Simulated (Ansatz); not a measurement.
# C2H4InN: small, medium and large basis sets

How large a basis does C2H4InN need? Two functionals are run in growing sets.

Method: one geometry, several basis sets; program: Ansatz 0.2.0, Gaussian basis.

Levels to be run: PBE0-D4/def2-SVP; ωB97M-V/def2-SVP; PBE0-D4/def2-QZVPP; ωB97M-V/def2-QZVPP; the functionals' def2-TZVPP values are taken from earlier runs.

**1. The geometry**

The geometry comes from an earlier relaxation with PBE0-D4 in a triple-zeta def2 set; it is a stationary point, not always the lowest conformer. In takes the def2 core potential; no spin-orbit term is included.

SMILES `[InH2][C]1=NC1`, 8 atoms, charge 0, spin multiplicity 1.

Atoms are counted from 1 here; the program's logs count them from 0.

Bond lengths: In1–C2 2.140 Å, In1–H5 1.714 Å, In1–H6 1.714 Å, C2–N3 1.257 Å, C2–C4 1.474 Å, N3–C4 1.498 Å, C4–H7 1.087 Å, C4–H8 1.087 Å. Angles: C2–In1–H5 117.0°, C2–In1–H6 117.0°, H5–In1–H6 126.0°, In1–C2–N3 143.1°, In1–C2–C4 150.9°, N3–C2–C4 66.0°, C2–N3–C4 64.0°, C2–C4–N3 50.0°, C2–C4–H7 120.2°, C2–C4–H8 120.2°, N3–C4–H7 117.0°, N3–C4–H8 117.0°, H7–C4–H8 115.8°.

**2. PBE0-D4 in def2-SVP**

File in.yaml:

```yaml
crystal:
  periodic: [false, false, false]
  atoms:
    - {symbol: In, position_ang: [-0.954290, 1.598746, -0.192745]}
    - {symbol: C, position_ang: [0.375620, -0.039250, 0.166976]}
    - {symbol: N, position_ang: [1.501910, -0.334811, 0.639837]}
    - {symbol: C, position_ang: [0.698788, -1.475167, 0.094202]}
    - {symbol: H, position_ang: [-0.837163, 2.375133, -1.716268]}
    - {symbol: H, position_ang: [-2.096483, 1.956659, 1.033982]}
    - {symbol: H, position_ang: [1.037051, -1.912658, -0.841268]}
    - {symbol: H, position_ang: [0.274567, -2.168652, 0.815273]}
basis:
  gaussian: {orbitals: def2-SVP}
hamiltonian: {xc: pbe0, dispersion: d4}
output: {orbitals: {seedname: orbitals}}
```

Started as:

```sh
$ ansatz run in.yaml --threads 2 --pin off --events-out ev --progress --plain --max-ram 4352MiB
```

Log:

```text
Functional definition: PBE0
  name "PBE0"
  cite "Adamo & Barone, J. Chem. Phys. 110, 6158 (1999) doi:10.1063/1.478522"
  cite "Perdew, Burke & Ernzerhof, Phys. Rev. Lett. 77, 3865 (1996) doi:10.1103/PhysRevLett.77.3865"
  parent pbe
  parameter a = 0.25
  parameter kappa = 0.804
  parameter beta = 0.06672455060314922
  exchange = (1 - a)*pbe_x(kappa = kappa, mu = beta*pi^2/3) + a*exact_x
  correlation = pbe_c(beta = beta)
978 factors; integrals over basis functions are off by at most 1.1e-3 eV
mean field evaluation 1: about -8788.3588 eV, gradient 3.9e1 eV
mean field evaluation 2: about -8775.0251 eV, gradient 7.6e1 eV
mean field evaluation 4: about -8792.3515 eV, gradient 9.8e0 eV
mean field evaluation 8: about -8792.7311 eV, gradient 2.7e-1 eV
mean field evaluation 16: about -8792.7313 eV, gradient 6.7e-5 eV
mean field -8792.73129421 eV, -323.1269151349 hartree, gradient 6.7e-5 eV, S^2 0.000000; 0 other end points of the search recorded, 0 dependent functions left out
reference -8792.73132940 eV, -323.1269164279 hartree; 22, 22 occupied and 66, 66 virtual orbitals, 978 factors
Total energy: -8792.85591268 eV, -323.1314947792 hartree
```

Wall time 1.8 s (2 threads of Arm Neoverse V1, shared host); peak memory 0.37 GiB.

**3. ωB97M-V in def2-SVP**

in.yaml, as its differences from that of step 2:

```diff
@@ -13,3 +13,3 @@
   gaussian: {orbitals: def2-SVP}
-hamiltonian: {xc: pbe0, dispersion: d4}
+hamiltonian: {xc: {name: wB97M-V}}
 output: {orbitals: {seedname: orbitals}}
```

Launched as before.

Log, shortened:

```text
Functional definition: wB97M-V
  name "wB97M-V"
  cite "Mardirossian & Head-Gordon, J. Chem. Phys. 144, 214110 (2016) doi:10.1063/1.4952647"
  cite "Becke, J. Chem. Phys. 107, 8554 (1997) doi:10.1063/1.475007"
  cite "Vydrov & Van Voorhis, J. Chem. Phys. 133, 244103 (2010) doi:10.1063/1.3521275"
  # Of w^i u^j: cxij and so on, Table III.
[...]
  gx(w, u) = 1 - cx + cx01*u + cx10*w
  gss(w, u) = css00 + css04*u^4 + css10*w + css20*w^2 + css43*w^4*u^3
  gos(w, u) = cos00 + cos10*w + (cos20 + cos21*u)*w^2 + (cos60 + cos61*u)*w^6
[...]
      + integral(e_c_pw_mod_opposite_spin*gos(b97_w_opposite, b97_u_opposite)) + vv10(b, c)
1049 factors; their error is unknown
255 factors; integrals over basis functions are off by at most 6.3e-6 eV
[...]
mean field -8794.01061820 eV, -323.1739294243 hartree, gradient 8.6e-5 eV, S^2 0.000000; 0 other end points of the search recorded, 0 dependent functions left out
reference -8794.01067376 eV, -323.1739314662 hartree; 22, 22 occupied and 66, 66 virtual orbitals, 1049 factors
Total energy: -8794.01067376 eV, -323.1739314662 hartree
```

Wall time 6.5 s (2 threads of Arm Neoverse V1, shared host); peak memory 0.37 GiB.

**4. PBE0-D4 in def2-QZVPP**

in.yaml, as its differences from that of step 3:

```diff
@@ -12,4 +12,4 @@
 basis:
-  gaussian: {orbitals: def2-SVP}
-hamiltonian: {xc: {name: wB97M-V}}
+  gaussian: {orbitals: "def2-QZVPP.json"}
+hamiltonian: {xc: pbe0, dispersion: d4}
 output: {orbitals: {seedname: orbitals}}
```

Launched as before.

Log:

```text
Functional definition: PBE0
  name "PBE0"
  cite "Adamo & Barone, J. Chem. Phys. 110, 6158 (1999) doi:10.1063/1.478522"
  cite "Perdew, Burke & Ernzerhof, Phys. Rev. Lett. 77, 3865 (1996) doi:10.1103/PhysRevLett.77.3865"
  parent pbe
  parameter a = 0.25
  parameter kappa = 0.804
  parameter beta = 0.06672455060314922
  exchange = (1 - a)*pbe_x(kappa = kappa, mu = beta*pi^2/3) + a*exact_x
  correlation = pbe_c(beta = beta)
1261 factors; their error is unknown
mean field evaluation 1: about -8790.3876 eV, gradient 5.4e1 eV
mean field evaluation 2: about -8754.1869 eV, gradient 1.1e2 eV
mean field evaluation 4: about -8796.7665 eV, gradient 1.5e1 eV
mean field evaluation 8: about -8797.2217 eV, gradient 1.8e-1 eV
mean field evaluation 16: about -8797.2699 eV, gradient 2.8e-4 eV
mean field -8797.26992210 eV, -323.2937066334 hartree, gradient 8.5e-5 eV, S^2 0.000000; 0 other end points of the search recorded, 0 dependent functions left out
reference -8797.26996485 eV, -323.2937082045 hartree; 22, 22 occupied and 351, 351 virtual orbitals, 1261 factors
Total energy: -8797.39454814 eV, -323.2982865558 hartree
```

It took 9 s on 2 threads of Arm Neoverse V1, shared host; peak memory 0.95 GiB.

**5. ωB97M-V in def2-QZVPP**

in.yaml, as its differences from that of step 4:

```diff
@@ -13,3 +13,3 @@
   gaussian: {orbitals: "def2-QZVPP.json"}
-hamiltonian: {xc: pbe0, dispersion: d4}
+hamiltonian: {xc: {name: wB97M-V}}
 output: {orbitals: {seedname: orbitals}}
```

Launched as before.

Log, shortened:

```text
Functional definition: wB97M-V
  name "wB97M-V"
  cite "Mardirossian & Head-Gordon, J. Chem. Phys. 144, 214110 (2016) doi:10.1063/1.4952647"
  cite "Becke, J. Chem. Phys. 107, 8554 (1997) doi:10.1063/1.475007"
  cite "Vydrov & Van Voorhis, J. Chem. Phys. 133, 244103 (2010) doi:10.1063/1.3521275"
  # Of w^i u^j: cxij and so on, Table III.
[...]
  gx(w, u) = 1 - cx + cx01*u + cx10*w
  gss(w, u) = css00 + css04*u^4 + css10*w + css20*w^2 + css43*w^4*u^3
  gos(w, u) = cos00 + cos10*w + (cos20 + cos21*u)*w^2 + (cos60 + cos61*u)*w^6
[...]
      + integral(e_c_pw_mod_opposite_spin*gos(b97_w_opposite, b97_u_opposite)) + vv10(b, c)
1221 factors; their error is unknown
319 factors; integrals over basis functions are off by at most 1.1e-5 eV
[...]
mean field -8798.72644543 eV, -323.3472328784 hartree, gradient 4.4e-5 eV, S^2 0.000000; 0 other end points of the search recorded, 0 dependent functions left out
reference -8798.72651410 eV, -323.3472354020 hartree; 22, 22 occupied and 351, 351 virtual orbitals, 1221 factors
Total energy: -8798.72651410 eV, -323.3472354020 hartree
```

It took 25 s on 2 threads of Arm Neoverse V1, shared host; peak memory 1.1 GiB.

**6. Functionals by basis**

The def2-TZVPP values come from earlier runs at the same geometry.

| functional | basis | functions | energy (eV) | from the largest (eV) | HOMO (eV) | LUMO (eV) |
| --- | --- | --- | --- | --- | --- | --- |
| PBE0-D4 | def2-SVP | 88 | -8792.8559 | 4.539 | -6.93 | -2.09 |
| PBE0-D4 | def2-TZVPP | 199 | -8797.1507 | 0.244 | -7.00 | -2.14 |
| PBE0-D4 | def2-QZVPP | 373 | -8797.3945 | 0.000 | -7.02 | -2.15 |
| ωB97M-V | def2-SVP | 88 | -8794.0107 | 4.716 | -9.11 | -0.53 |
| ωB97M-V | def2-TZVPP | 199 | -8798.4924 | 0.234 | -9.19 | -0.66 |
| ωB97M-V | def2-QZVPP | 373 | -8798.7265 | 0.000 | -9.21 | -0.69 |

**7. What came out**

```
                                       quantity          value
PBE0-D4: double and triple zeta above quadruple  4.54, 0.24 eV
ωB97M-V: double and triple zeta above quadruple  4.72, 0.23 eV
```

In words: For PBE0-D4 the step from double to triple zeta gains 4.29 eV and the next only 0.24 eV. These are total energies; as a rule much of such shifts cancels in differences, which this series doesn't test.

For PBE0-D4 the largest set took about 5 times as long as the smallest (9 s against 1.8 s).
